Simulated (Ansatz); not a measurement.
# Sc3CoC4 (Immm) in Ansatz: band structure with PBEsol

Aim: the band structure of Sc3CoC4 with PBEsol.

Everything below comes from runs of Ansatz 0.2.0. Logs are shortened: lines on timing, memory, paths and dates and some standing lists are left out, and cuts for length are marked.

## (1) The crystal as given

It takes space group Immm (No. 71, orthorhombic). Conventional cell: a = 3.393 Å, b = 4.369 Å, c = 11.985 Å, α = 90.00°, β = 90.00°, γ = 90.00°. Co (site symmetry mmm) has 4 C at 2.09 Å as nearest neighbours. Around Sc (site symmetry mm2) lie 6 C at 2.36 Å. Sc (site symmetry mmm) has 8 C at 2.38 Å as nearest neighbours. C (site symmetry m) has 1 C at 1.45 Å as nearest neighbours.

## (2) Band structure, PBEsol, collinear spin, ferromagnetic start

Contents of input.yaml:

```yaml
crystal:
  lattice:
    - [-1.69675, 2.18435, 5.99255]
    - [1.69675, -2.18435, 5.99255]
    - [1.69675, 2.18435, -5.99255]
  atoms:
    - { symbol: Co, position: [0.0, 0.5, 0.5], spin: 2.0 }
    - { symbol: Sc, position: [0.188042, 0.188042, 0.0] }
    - { symbol: Sc, position: [0.811958, 0.811958, 0.0] }
    - { symbol: Sc, position: [0.5, 0.0, 0.5] }
    - { symbol: C, position: [0.2088, 0.3752, 0.8336] }
    - { symbol: C, position: [0.5416, 0.3752, 0.1664] }
    - { symbol: C, position: [0.7912, 0.6248, 0.1664] }
    - { symbol: C, position: [0.4584, 0.6248, 0.8336] }
hamiltonian:
  xc: pbesol
  pseudopotentials: { kind: paw }
magnetization:
  spin_polarized: true
kpoints:
  mp_grid: { grid: [10, 10, 10] }
  band_path:
    path:
      - [[0.0, 0.0, 0.0], [-0.270042523, 0.270042523, 0.270042523], [-0.0532595784, 0.0532595784, 0.4868254677], [0.0, 0.0, 0.5], [0.25, 0.25, 0.25], [0.0, 0.5, 0.0], [0.270042523, 0.729957477, -0.270042523], [0.5, 0.5, -0.5], [0.0, 0.0, 0.0], [0.2832170553, -0.2832170553, 0.2832170553], [0.5, 0.0, 0.0], [0.25, 0.25, 0.25]]
      - [[0.0532595784, -0.0532595784, 0.5131745323], [0.2832170553, -0.2832170553, 0.2832170553]]
      - [[0.7167829447, 0.2832170553, -0.2832170553], [0.5, 0.5, -0.5]]
    npoints: 10
scf:
  occupations: { method: fermi_dirac, width: 0.05 }
  n_extra_bands: 20
output:
  forces: true
  stress: true
  eigenvalues: true
  fatbands: true
```

Potentials or basis: Ansatz PAW.

Launch:

```
$ ansatz run input.yaml --threads 4 --pin off --max-ram 11264MiB --backend cpu --events-out ev --progress --plain --runs-dir out
```

Log:

```text
Warning: RAYON_NUM_THREADS=4 ignored (pool sized by the plan → 4); use --threads N
basis.fft_grid_basis auto: the FFT boxes are laid along the combinations [[1, 0, 1], [0, 1, 1], [0, 0, 1]] of the cell's own vectors, 4.369, 3.393 and 6.600 Å long. The dense box has 30×24×45 points. Along the cell's own vectors, as sized, it would have 45×45×45, 2.81 times as many. Of the 8 symmetry operations that the crystal satisfies within crystal.symmetry.tolerance (time reversal apart; of a slab, those that keep its plane) the dense box along the cell's own vectors carries 8, and the one as laid loses 6 of those. basis.fft_grid_basis: typed keeps the cell's own vectors: state it where this run's energies or levels are differenced outside the engine with another run's, or held beside a run that keeps those vectors.
scf.n_extra_bands = 20 over 33 filled bands (N_el = 66.0): the run solves 53 bands
Engine: ansatz 0.2.0, aarch64-unknown-linux-gnu
Pseudopotentials: kind: paw
Pseudopotential: Co, paw, valence charge 17, recommended cutoff 420 eV (normal), Co.paw.azcp
Pseudopotential: Sc, paw, valence charge 11, recommended cutoff 420 eV (normal), Sc.paw.azcp
Pseudopotential: C, paw, valence charge 4, recommended cutoff 420 eV (normal), C.paw.azcp
Functional definition: PBEsol
  exchange = pbesol_x
  correlation = pbesol_c
Crystal: 8 atoms, lattice volume = 88.841 Å³
Basis set: ecut = 420 eV, 1735 PW (Γ), FFT grids on a1+a3, a2+a3, a3, exchange–correlation on 60×48×90 points (8 copies of the dense FFT grid, shifted against one another)
Bands: 53, of which v1, the nominal top of the filled ones, is band 33 counted from 1 (32 counted from 0)
Symmetry: 8 space group operations
Space group: Immm (ITA 71), of the structure as read, at distance tolerance 4.5e-5 Å
Magnetic group: BNS 71.533 (UNI 631), of the structure as read, at distance tolerance 4.5e-5 Å
k-points: 171 of 1000
Non-local potential: Co, projectors of the file, l = 0: 3, l = 1: 2, l = 2: 3, l = 3: 1
Non-local potential: Sc, projectors of the file, l = 0: 3, l = 1: 2, l = 2: 3, l = 3: 1
Non-local potential: C, projectors of the file, l = 0: 2, l = 1: 2, l = 2: 1
PAW form: soft (Blöchl's): semilocal exchange-correlation on the pseudo side does not see the compensation charge
PAW frozen core: Co, regenerated for the run's functional, and the local potential with it (the file was generated under x = pbe(κ = 0.804, μ = 0.2195149727645171), c = pbe(β = 0.06672455060314922))
PAW frozen core: Sc, regenerated for the run's functional, and the local potential with it (the file was generated under x = pbe(κ = 0.804, μ = 0.2195149727645171), c = pbe(β = 0.06672455060314922))
PAW frozen core: C, regenerated for the run's functional, and the local potential with it (the file was generated under x = pbe(κ = 0.804, μ = 0.2195149727645171), c = pbe(β = 0.06672455060314922))
PAW one-centre angular grid: Co, 590 points (default); XC on 64 Gauss nodes
PAW one-centre angular grid: Sc, 590 points (default); XC on 64 Gauss nodes
[... 32 lines left out ...]
Free energy (F): -12418.104767 eV
Harris-Foulkes:  -12418.104767 eV  (|F-HF|=8.57e-9)
Internal energy: -12418.077310 eV  (E = F + TS)
E sigma→0 (E₀):  -12418.091039 eV
Entropy (-TS):   -0.027457 eV (-3.432 meV/atom)
Fermi energy:    13.286591 eV
--- Per-component energies (eV) ---
  E_band       = -603.806812
  E_kinetic    = 1599.317298
  E_local      = -6268.542727  (includes V_loc(G=0)·N_el)
  E_nonlocal   = 807.175278
  E_hartree    = 2474.527304
  E_xc         = -664.642628
  E_vxc        = -835.710203  (∫ρ·V_xc dr)
  E_paw        = -4655.475325  (= ΣΔE_a)
  E_vpaw       = -855.093758  (= ΣTr[D̂ρ^β])
  E_aug_tail   = 0.000137  (compensation charges beyond the density's cutoff)
  E_ewald      = -5711.096543
  E_core_change = 0.659896  (= ΣΔE_core)
  E_smearing   = -0.027457  (= −TS)
  E_closure    = -0.000000  (closes the sum)
  Σ components = -12418.104767   (vs F -12418.104767, Δ=0.00e0)
--- Forces (eV/Å), atoms counted from 1 ---
  atom   1  Co     0.00000000     0.00000000     0.00000000
  atom   2  Sc     0.00000000     0.00000000    -0.07490973
  atom   3  Sc     0.00000000     0.00000000     0.07490973
  atom   4  Sc     0.00000000     0.00000000     0.00000000
  atom   5  C      0.00000000     0.01780225     0.28487102
  atom   6  C      0.00000000    -0.01780225     0.28487102
  atom   7  C      0.00000000    -0.01780225    -0.28487102
  atom   8  C      0.00000000     0.01780225    -0.28487102
  max |Σ_I F_I| component: 5.55e-17 eV/Å
--- Stress (GPa, compression-positive) ---
       -3.259909       0.000000       0.000000
        0.000000      -7.696064       0.000000
        0.000000       0.000000      -6.596261
  P = ⅓ Tr σ = -5.8507 GPa (-58.507 kbar)
--- Band table (eV; the first three rows and the last of 342) ---
  k-point 0 ↑: bands = ["-81.3450", "-44.8930", "-44.8162", "-44.5762", "-35.2333", "-35.1551", "-35.0977", "-14.1658", "-14.1652", "-14.0100", "-14.0031", "-13.9399", "-13.9320", "-13.8486", "-13.8255", "-13.7036", "-1.4861", "-0.3107", "6.1281", "6.4134", "6.7687", "6.8787", "8.0738", "9.3439", "9.9906", "10.2177", "10.5108", "10.9172", "11.4757", "12.0936", "12.2456", "13.4908", "13.8567", "13.9275", "13.9881", "14.3170", "14.5376", "14.9664", "16.1936", "16.6444", "16.8502", "17.4931", "17.6686", "17.9450", "18.0694", "18.2431", "18.4267", "19.3796", "19.4457", "20.1061", "20.9887", "22.5270", "22.9088"]
  k-point 1 ↑: bands = ["-81.3450", "-44.8930", "-44.8162", "-44.5766", "-35.2280", "-35.1571", "-35.0963", "-14.2147", "-14.0979", "-14.0418", "-14.0178", "-13.9559", "-13.9073", "-13.8702", "-13.8274", "-13.7118", "-1.3694", "-0.3125", "5.7933", "5.9851", "6.9283", "7.5887", "8.2599", "9.1969", "9.7413", "9.9845", "10.6806", "11.0398", "11.5345", "12.0671", "12.1027", "13.1751", "13.5075", "13.6387", "14.1438", "14.8322", "14.9139", "15.1396", "16.4258", "16.5953", "17.1644", "17.4173", "17.4771", "17.7464", "17.8834", "18.4089", "18.6028", "18.9917", "19.5780", "20.3729", "20.7948", "22.2925", "22.7803"]
  k-point 2 ↑: bands = ["-81.3449", "-44.8930", "-44.8161", "-44.5777", "-35.2139", "-35.1624", "-35.0928", "-14.2274", "-14.1013", "-14.0986", "-14.0131", "-13.9700", "-13.9282", "-13.8758", "-13.8384", "-13.7216", "-1.0706", "-0.3351", "5.1715", "5.7568", "7.3609", "8.4149", "8.5836", "8.9595", "9.0262", "9.9027", "10.9478", "11.1850", "11.4377", "11.8244", "11.9696", "12.6744", "13.3319", "13.5803", "14.6657", "14.7455", "15.0827", "15.7004", "16.5353", "16.6715", "17.0665", "17.4982", "17.5880", "17.7169", "17.9517", "18.6722", "18.7303", "18.9240", "19.9170", "20.1884", "20.2326", "21.7544", "23.0493"]
  k-point 170 ↓: bands = ["-81.3450", "-44.8930", "-44.8162", "-44.5762", "-35.2272", "-35.1655", "-35.0935", "-14.1950", "-14.1204", "-14.0238", "-13.9451", "-13.9337", "-13.9018", "-13.8650", "-13.8626", "-13.7509", "-1.1821", "-0.6522", "5.9819", "6.3229", "6.5635", "7.7089", "7.8252", "9.1161", "9.7592", "10.5280", "10.5462", "11.0265", "12.1316", "12.2084", "12.3206", "12.4161", "13.0481", "13.2231", "14.4868", "15.6124", "15.6523", "15.7570", "15.8756", "15.9055", "16.1323", "16.9575", "17.0873", "17.3475", "17.7482", "19.3772", "19.5188", "19.7639", "20.0600", "20.2308", "20.9656", "21.3797", "23.1681"]
```

It took 71 s on 4 threads of Arm Neoverse V1, shared host; peak memory 1.3 GiB.

Results:

```yaml
Free_energy: -12418.1048 eV
Pressure: -5.9 GPa
Largest_force: 0.285 eV/Å
Band_gap_on_the_k_mesh: none (metal or under the smearing width)
Net_moment: 0.00 μB per cell
Absolute_moment: 0.00 μB per cell
```

Forces on the atoms (eV/Å):
```
Co   0.000  0.000  0.000
Sc   0.000  0.000 -0.075
Sc   0.000  0.000  0.075
Sc   0.000  0.000  0.000
C    0.000  0.018  0.285
C    0.000 -0.018  0.285
C    0.000 -0.018 -0.285
C    0.000  0.018 -0.285
```

Stress tensor (GPa, compression positive):
```
-3.26  0.00  0.00
 0.00 -7.70  0.00
 0.00  0.00 -6.60
```

Levels at the corners of the path, in eV from the Fermi level:
Spin up:
```tsv
point	band 29	band 30	band 31	band 32	band 33	band 34	band 35	band 36	band 37	band 38
Γ	-1.81	-1.19	-1.04	0.20	0.57	0.64	0.70	1.03	1.25	1.68
X	-1.58	-1.54	-1.16	-1.14	-0.85	-0.39	0.99	1.91	2.09	2.86
L	-1.93	-1.55	-0.92	-0.62	-0.49	-0.06	1.06	1.51	2.55	3.19
T	-1.83	-1.66	-0.98	-0.61	-0.40	-0.07	1.00	1.61	2.42	3.27
W	-1.82	-1.63	-1.07	-0.62	-0.31	-0.01	0.74	2.00	2.46	3.02
R	-1.65	-1.58	-1.08	-1.05	-0.83	-0.50	0.93	1.93	2.17	2.85
X1	-1.58	-1.54	-1.16	-1.14	-0.85	-0.39	0.99	1.91	2.09	2.86
Z	-1.15	-1.08	-0.97	-0.87	-0.24	-0.06	1.20	2.33	2.37	2.47
Γ	-1.81	-1.19	-1.04	0.20	0.57	0.64	0.70	1.03	1.25	1.68
Y	-1.78	-1.17	-0.99	-0.87	-0.27	0.91	0.96	1.82	2.05	2.18
S	-1.83	-1.15	-1.11	-0.91	-0.36	0.96	1.27	1.72	1.99	2.25
W	-1.82	-1.63	-1.07	-0.62	-0.31	-0.01	0.74	2.00	2.46	3.02
L1	-1.93	-1.55	-0.92	-0.62	-0.49	-0.06	1.06	1.51	2.55	3.19
Y	-1.78	-1.17	-0.99	-0.87	-0.27	0.91	0.96	1.82	2.05	2.18
Y1	-1.78	-1.17	-0.99	-0.87	-0.27	0.91	0.96	1.82	2.05	2.18
Z	-1.15	-1.08	-0.97	-0.87	-0.24	-0.06	1.20	2.33	2.37	2.47
```
Spin down:
```
point  band 29  band 30  band 31  band 32  band 33  band 34  band 35  band 36  band 37  band 38
    Γ    -1.81    -1.19    -1.04     0.20     0.57     0.64     0.70     1.03     1.25     1.68
    X    -1.58    -1.54    -1.16    -1.14    -0.85    -0.39     0.99     1.91     2.09     2.86
    L    -1.93    -1.55    -0.92    -0.62    -0.49    -0.06     1.06     1.51     2.55     3.19
    T    -1.83    -1.66    -0.98    -0.61    -0.40    -0.07     1.00     1.61     2.42     3.27
    W    -1.82    -1.63    -1.07    -0.62    -0.31    -0.01     0.74     2.00     2.46     3.02
    R    -1.65    -1.58    -1.08    -1.05    -0.83    -0.50     0.93     1.93     2.17     2.85
   X1    -1.58    -1.54    -1.16    -1.14    -0.85    -0.39     0.99     1.91     2.09     2.86
    Z    -1.15    -1.08    -0.97    -0.87    -0.24    -0.06     1.20     2.33     2.37     2.47
    Γ    -1.81    -1.19    -1.04     0.20     0.57     0.64     0.70     1.03     1.25     1.68
    Y    -1.78    -1.17    -0.99    -0.87    -0.27     0.91     0.96     1.82     2.05     2.18
    S    -1.83    -1.15    -1.11    -0.91    -0.36     0.96     1.27     1.72     1.99     2.25
    W    -1.82    -1.63    -1.07    -0.62    -0.31    -0.01     0.74     2.00     2.46     3.02
   L1    -1.93    -1.55    -0.92    -0.62    -0.49    -0.06     1.06     1.51     2.55     3.19
    Y    -1.78    -1.17    -0.99    -0.87    -0.27     0.91     0.96     1.82     2.05     2.18
   Y1    -1.78    -1.17    -0.99    -0.87    -0.27     0.91     0.96     1.82     2.05     2.18
    Z    -1.15    -1.08    -0.97    -0.87    -0.24    -0.06     1.20     2.33     2.37     2.47
```

Caveat: the starting moments collapsed, and a magnetic state may lie lower; the PAW data sets come from PBE, with cores solved anew for the run's functional, which leaves a small shift of forces and pressure; the starting moments weren't kept.
